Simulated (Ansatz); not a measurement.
**CH4Si (SMILES C[SiH]): BCCD(T)/def2-TZVP**

What is the electronic atomisation energy of CH4Si at BCCD(T)/def2-TZVP? 

Program for the calculation: Ansatz 0.2.0.

44 further runs of the same task are left out: 44 set aside as unsound or not needed.

## 1. The molecule

CH4Si: 6 atoms, total charge 0, spin state singlet. SMILES: `C[SiH]`. The coordinates come from a PBE0-D4/def2-TZVP relaxation.

Bond lengths: C1–Si2 1.892 Å, C1–H3 1.098 Å, C1–H4 1.091 Å, C1–H5 1.098 Å, Si2–H6 1.531 Å. Angles: C1–Si2–H6 94.2°, Si2–C1–H3 109.7°, Si2–C1–H4 113.8°, Si2–C1–H5 109.5°, H3–C1–H4 109.0°, H3–C1–H5 105.5°, H4–C1–H5 109.0°.

## 2. A single-point energy at BCCD(T)/def2-TZVP

Contents of run.yaml:

```yaml
crystal:
  periodic: [false, false, false]
  atoms:
    - symbol: C
      position_ang: [-0.093500, -0.366000, -0.370300]
    - symbol: Si
      position_ang: [0.917300, 0.209800, 1.122300]
    - symbol: H
      position_ang: [-1.156900, -0.410100, -0.102200]
    - symbol: H
      position_ang: [0.215000, -1.335600, -0.763000]
    - symbol: H
      position_ang: [-0.024000, 0.382000, -1.170800]
    - symbol: H
      position_ang: [0.142200, 1.520000, 1.284000]
basis:
  gaussian:
    orbitals: def2-TZVP
correlation:
  method: bccd_t
  frozen_orbitals: {C: 1, H: 0, Si: 5}
accuracy: high
scf:
  omitted_lower_state_checks: [cluster_reference, increment]
```

The run is started by

```bash
ansatz run run.yaml --threads 1 --pin off --max-ram 3480MiB --events-out events.jsonl --progress --plain --runs-dir runs
```

The log of the run, cut to the lines that bear on the results:

```text
Warning: RAYON_NUM_THREADS=1 ignored (pool sized by the plan → 1); use --threads N
Functional definition: HF
  name "HF"
[...]
1657 factors; integrals over basis functions are off by at most 3.7e-9 eV
[...]
mean field -8954.92420106 eV, -329.0873945234 hartree, gradient 1.4e-8 eV, S^2 0.000000; 0 other end points of the search recorded, 0 dependent functions left out; unrestricted orbitals would lower it
6 core orbitals not correlated: weight in the atoms' cores, before any rotation towards them, 1.000 or more for the frozen orbitals, at most 0.000 for the correlated occupied ones
reference -8954.92420106 eV, -329.0873945234 hartree; 6, 6 occupied and 80, 80 virtual orbitals, 1657 factors
second order -7.43414527 eV of doubles, -0.00000000 eV of singles
cycle   1  -8.12865386 eV  change   -6.9e-1 eV  update   7.4e-2
[...]
cycle  24  -8.45290714 eV  change  -5.3e-10 eV  update  8.7e-10
perturbative correction -0.31272409 eV, -0.0114923982 hartree
Total energy: -8963.68983229 eV, -329.4095255295 hartree
Checks for a lower state left out: cluster_reference, increment
```

Run time: 9.9 s. Hardware: 1 thread of Arm Neoverse V2, shared host; peak memory 0.67 GiB.

## 3. The C atom, same level

Contents of job.yaml:

```yaml
crystal:
  periodic: [false, false, false]
  atoms:
    - {symbol: C, position_ang: [0.000000, 0.000000, 0.000000]}
basis:
  gaussian: {orbitals: def2-TZVP}
accuracy: high
magnetization: {spin_polarized: true, initial_magnetization: 2}
scf: {omitted_lower_state_checks: [cluster_reference, increment]}
correlation: {method: bccd_t, frozen_orbitals: {C: 1}}
```

The run is started by

```bash
ansatz run job.yaml --threads 1 --pin off --max-ram 3480MiB --events-out events.jsonl --progress --plain --runs-dir runs
```

The log of the run, cut to the lines that bear on the results:

```text
Warning: RAYON_NUM_THREADS=1 ignored (pool sized by the plan → 1); use --threads N
[... 2 set-up lines as earlier in the session ...]
[...]
312 factors; integrals over basis functions are off by at most 3.1e-9 eV
[...]
mean field -1025.66459998 eV, -37.6924788288 hartree, gradient 9.3e-9 eV, S^2 2.009981; 3 other end points of the search recorded, 0 dependent functions left out
1 core orbitals not correlated: weight in the atoms' cores, before any rotation towards them, 1.000 or more for the frozen orbitals, at most 0.000 for the correlated occupied ones
reference -1025.66459998 eV, -37.6924788288 hartree; 3, 1 occupied and 27, 29 virtual orbitals, 312 factors
second order -1.79895168 eV of doubles, -0.00000000 eV of singles
cycle   1  -2.16935427 eV  change   -3.7e-1 eV  update   4.6e-2
[...]
cycle  18  -2.35311144 eV  change   7.3e-11 eV  update  1.2e-10
perturbative correction -0.05640374 eV, -0.0020727993 hartree
Total energy: -1028.07411517 eV, -37.7810268787 hartree
Checks for a lower state left out: cluster_reference, increment
```

Run time: 0.42 s. Hardware: 1 thread of Arm Neoverse V2, shared host.

## 4. The H atom: a single-point energy at UHF/def2-TZVP

Contents of job.yaml:

```yaml
crystal:
  periodic: [false, false, false]
  atoms:
    - symbol: H
      position_ang: [0.000000, 0.000000, 0.000000]
basis:
  gaussian: {orbitals: def2-TZVP}
magnetization: {spin_polarized: true, initial_magnetization: 1}
hamiltonian: {xc: hf}
accuracy: high
```

The run is started by

```bash
ansatz run job.yaml --threads 1 --pin off --max-ram 3480MiB --events-out events.jsonl --progress --plain --runs-dir runs
```

The log of the run:

```text
Warning: RAYON_NUM_THREADS=1 ignored (pool sized by the plan → 1); use --threads N
[... 2 set-up lines as earlier in the session ...]
  exchange = exact_x
  correlation = 0
21 factors; integrals over basis functions are off by at most 4.9e-8 eV
mean field evaluation 1: about -13.5531 eV, gradient 1.7e0 eV
mean field evaluation 2: about -13.5531 eV, gradient 1.7e0 eV
mean field evaluation 4: about -13.6007 eV, gradient 2.9e-3 eV
mean field evaluation 8: about -13.6005 eV, gradient 1.7e-11 eV
mean field -13.60051839 eV, -0.4998098322 hartree, gradient 6.6e-10 eV, S^2 0.750000; 0 other end points of the search recorded, 0 dependent functions left out
reference -13.60051839 eV, -0.4998098322 hartree; 1, 0 occupied and 5, 6 virtual orbitals, 21 factors
Total energy: -13.60051839 eV, -0.4998098322 hartree
```

It took 0.04 s on 1 thread of Arm Neoverse V2, shared host.

## 5. The Si atom

Contents of run.yaml:

```yaml
crystal:
  periodic: [false, false, false]
  atoms:
    - symbol: Si
      position_ang: [0.000000, 0.000000, 0.000000]
basis:
  gaussian:
    orbitals: def2-TZVP
magnetization:
  spin_polarized: true
  initial_magnetization: 2
accuracy: high
scf:
  omitted_lower_state_checks: [cluster_reference, increment]
correlation:
  method: bccd_t
  frozen_orbitals: {Si: 5}
```

The run is started by

```bash
ansatz run run.yaml --threads 1 --pin off --max-ram 3480MiB --events-out events.jsonl --progress --plain --runs-dir runs
```

The log of the run, cut to the lines that bear on the results:

```text
Warning: RAYON_NUM_THREADS=1 ignored (pool sized by the plan → 1); use --threads N
[... 2 set-up lines as earlier in the session ...]
[...]
365 factors; integrals over basis functions are off by at most 3.6e-9 eV
[...]
mean field -7860.03050919 eV, -288.8507934926 hartree, gradient 6.5e-8 eV, S^2 2.015098; 5 other end points of the search recorded, 0 dependent functions left out
5 core orbitals not correlated: weight in the atoms' cores, before any rotation towards them, 1.000 or more for the frozen orbitals, at most 0.000 for the correlated occupied ones
reference -7860.03050919 eV, -288.8507934926 hartree; 3, 1 occupied and 29, 31 virtual orbitals, 365 factors
second order -1.49425926 eV of doubles, -0.00000000 eV of singles
cycle   1  -1.84283221 eV  change   -3.5e-1 eV  update   5.6e-2
[...]
cycle  17  -1.99830352 eV  change   1.8e-10 eV  update  1.2e-10
perturbative correction -0.06801677 eV, -0.0024995703 hartree
Total energy: -7862.09682948 eV, -288.9267293628 hartree
Checks for a lower state left out: cluster_reference, increment
```

Run time: 0.58 s. Hardware: 1 thread of Arm Neoverse V2, shared host; peak memory 0.097 GiB.

## 6. Results

Level: BCCD(T)/def2-TZVP, 6 core orbitals frozen.

```
                                             quantity          value
                               molecule: total energy  -329.40953 Eh
molecule: correlation energy (6 core orbitals frozen)     -322.1 mEh
                             molecule: (T) correction     -11.49 mEh
                                 C atom: total energy   -37.78103 Eh
   C atom: correlation energy (1 core orbital frozen)      -88.5 mEh
                               C atom: (T) correction      -2.07 mEh
            C atom: ⟨S²⟩ of the reference determinant          2.010
                                 H atom: total energy    -0.49981 Eh
                                         H atom: ⟨S²⟩          0.750
                                Si atom: total energy  -288.92673 Eh
 Si atom: correlation energy (5 core orbitals frozen)      -75.9 mEh
                              Si atom: (T) correction      -2.50 mEh
           Si atom: ⟨S²⟩ of the reference determinant          2.015
                        electronic atomisation energy      19.117 eV
```

In words: Taking the molecule apart into free atoms costs 19.12 eV (1844 kJ/mol), before zero-point energy and without spin-orbit coupling. The restricted solution (molecule) is unstable to spin breaking: an unrestricted one lies lower. The triples (molecule) make up 3.6 % of the correlation energy. The triples (C atom) make up 2.3 % of the correlation energy. The triples (Si atom) make up 3.3 % of the correlation energy.
